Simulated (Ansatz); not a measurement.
**GaAsH₄+ (doublet): the correlation ladder, cc-pVTZ**

An exercise on one series of results from a longer session: the logs are not shown, and one member is left open.

Computed with Ansatz 0.2.0, Gaussian basis. Level: cc-pVTZ, core rule «outside noble gas», up to 28 orbitals frozen.

The runs, in order: UHF; CCSD(T) on ROHF; CCSD(T) on UHF; BCCD(T) on ROHF; CCSDT(Q) on ROHF; CCSDT(Q) on UHF.

3 further runs of the same task are left out: 3 set aside as unsound or not needed. Runs told in other sessions of the task aren't counted.

### The geometry

The geometry is a PBE0/def2-TZVP stationary point (not a proven minimum) of the parent state, kept for this charge and spin. No spin-orbit coupling is included. The filled d shell of Ga, As may be among the frozen orbitals whatever the setting's name suggests.

6 atoms, charge 1, spin multiplicity 2.

Atoms are counted from 1 here; the program's logs count them from 0.

Bond lengths: Ga1–As2 2.414 Å, Ga1–H3 1.570 Å, Ga1–H4 1.570 Å, As2–H5 1.521 Å, As2–H6 1.521 Å. Angles: As2–Ga1–H3 119.4°, As2–Ga1–H4 119.4°, H3–Ga1–H4 121.0°, Ga1–As2–H5 92.9°, Ga1–As2–H6 92.9°, H5–As2–H6 93.8°.

The first run:

File in.yaml:

```yaml
crystal:
  periodic: [false, false, false]
  atoms:
    - {symbol: Ga, position_ang: [0.021451, 0.000000, 1.239730]}
    - {symbol: As, position_ang: [-0.046120, 0.000000, -1.173382]}
    - {symbol: H, position_ang: [-0.015430, 1.366773, 2.011769]}
    - {symbol: H, position_ang: [-0.015431, -1.366773, 2.011769]}
    - {symbol: H, position_ang: [0.987590, 1.109951, -1.280580]}
    - {symbol: H, position_ang: [0.987590, -1.109952, -1.280580]}
basis:
  gaussian: {orbitals: cc-pVTZ}
total_charge: 1
magnetization: {spin_polarized: true, initial_magnetization: 1}
hamiltonian: {xc: hf}
output: {orbitals: {seedname: orbitals}}
```

On the command line:

```sh
$ ansatz run in.yaml --threads 1 --pin off --events-out ev --progress --plain --max-ram 4096MiB --backend cpu
```

Among the steps run: UHF; CCSD(T) on ROHF; CCSD(T) on UHF; BCCD(T) on ROHF; CCSDT(Q) on ROHF; CCSDT(Q) on UHF.

One table of the session follows, with a row left open; its other results are not shown here.

| method | from UCCSDT(Q) (kcal/mol) |
| --- | --- |
| ROHF | +154.74 |
| UHF | +151.57 |
| RMP2 | +30.33 |
| UMP2 | +30.50 |
| RCCSD | +5.61 |
| UCCSD | ? |
| RCCSD(T) | +1.06 |
| UCCSD(T) | +0.97 |
| BCCD(T) | +1.04 |
| RCCSDT | +0.29 |
| UCCSDT | +0.17 |
| RCCSDT(Q) | +0.12 |
| UCCSDT(Q) | 0 |

Estimate the missing values for UCCSD.

**Answer.** from UCCSDT(Q) (kcal/mol): +5.41. In the column «from UCCSDT(Q) (kcal/mol)» it lies between RCCSD(T) (+1.06) and RCCSD (+5.61).

Limits of these values: Restricted and unrestricted rows rest on different reference determinants; a gap between their highest levels can come from leftover correlation error, from unlike frozen cores or from another state.
